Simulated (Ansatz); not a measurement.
# CH₃F₄NbO: small, medium and large basis sets

Aim: see how fast density functionals converge with the basis set for CH₃F₄NbO.

The runs use Ansatz 0.2.0, Gaussian basis; one geometry, several basis sets.

Levels to be run: PBE0-D4/def2-SVP; ωB97M-V/def2-SVP; PBE0-D4/def2-QZVPP; ωB97M-V/def2-QZVPP; the functionals' def2-TZVPP values are taken from earlier runs.

## 1. The relaxed structure

An earlier PBE0-D4 in a triple-zeta def2 set relaxation fixed the geometry. Nb takes the def2 core potential; no spin-orbit term is included.

SMILES `C[O][Nb]([F])([F])([F])[F]`, 10 atoms, charge 0, spin multiplicity 1.

Atoms are counted from 1 here; the program's logs count them from 0.

Bond lengths: C1–O2 1.411 Å, C1–H8 1.093 Å, C1–H9 1.091 Å, C1–H10 1.091 Å, O2–Nb3 1.827 Å, Nb3–F4 1.884 Å, Nb3–F5 1.851 Å, Nb3–F6 1.851 Å, Nb3–F7 1.872 Å. Angles: O2–C1–H8 109.6°, O2–C1–H9 108.8°, O2–C1–H10 108.8°, H8–C1–H9 110.0°, H8–C1–H10 110.0°, H9–C1–H10 109.7°, C1–O2–Nb3 142.9°, O2–Nb3–F4 90.9°, O2–Nb3–F5 116.4°, O2–Nb3–F6 116.5°, O2–Nb3–F7 95.7°, F4–Nb3–F5 87.9°, F4–Nb3–F6 87.9°, F4–Nb3–F7 173.5°, F5–Nb3–F6 127.0°, F5–Nb3–F7 89.2°, F6–Nb3–F7 89.2°.

## 2. PBE0-D4 in def2-SVP

The input, in.yaml:

```yaml
crystal:
  periodic: [false, false, false]
  atoms:
    - {symbol: C, position_ang: [0.304754, -1.723295, 0.008086]}
    - {symbol: O, position_ang: [0.616451, -0.347955, 0.066273]}
    - {symbol: Nb, position_ang: [-0.129774, 1.318195, 0.004931]}
    - {symbol: F, position_ang: [-1.845222, 0.572333, -0.218030]}
    - {symbol: F, position_ang: [-0.315486, 2.076347, -1.672954]}
    - {symbol: F, position_ang: [-0.718189, 2.017683, 1.614016]}
    - {symbol: F, position_ang: [1.480065, 2.250004, 0.219003]}
    - {symbol: H, position_ang: [-0.772819, -1.849907, -0.122384]}
    - {symbol: H, position_ang: [0.626040, -2.195876, 0.937307]}
    - {symbol: H, position_ang: [0.837180, -2.168829, -0.833349]}
basis:
  gaussian: {orbitals: def2-SVP}
hamiltonian: {xc: pbe0, dispersion: d4}
output: {orbitals: {seedname: orbitals}}
```

On the command line:

```console
$ ansatz run in.yaml --threads 4 --pin off --events-out ev --progress --plain --max-ram 11315MiB
```

The runs that follow: ωB97M-V in def2-SVP; PBE0-D4 in def2-QZVPP; ωB97M-V in def2-QZVPP.

**Question.** What will the summary of the whole plan be? Wanted: PBE0-D4: double and triple zeta above quadruple; ωB97M-V: double and triple zeta above quadruple.

**Answer**, as computed:

| quantity | value |
| --- | --- |
| PBE0-D4: double and triple zeta above quadruple | 18.35, 0.84 eV |
| ωB97M-V: double and triple zeta above quadruple | 18.71, 0.81 eV |

For PBE0-D4 the step from double to triple zeta gains 17.50 eV and the next only 0.84 eV. Total energies overstate the basis error of differences, where much of it tends to cancel.
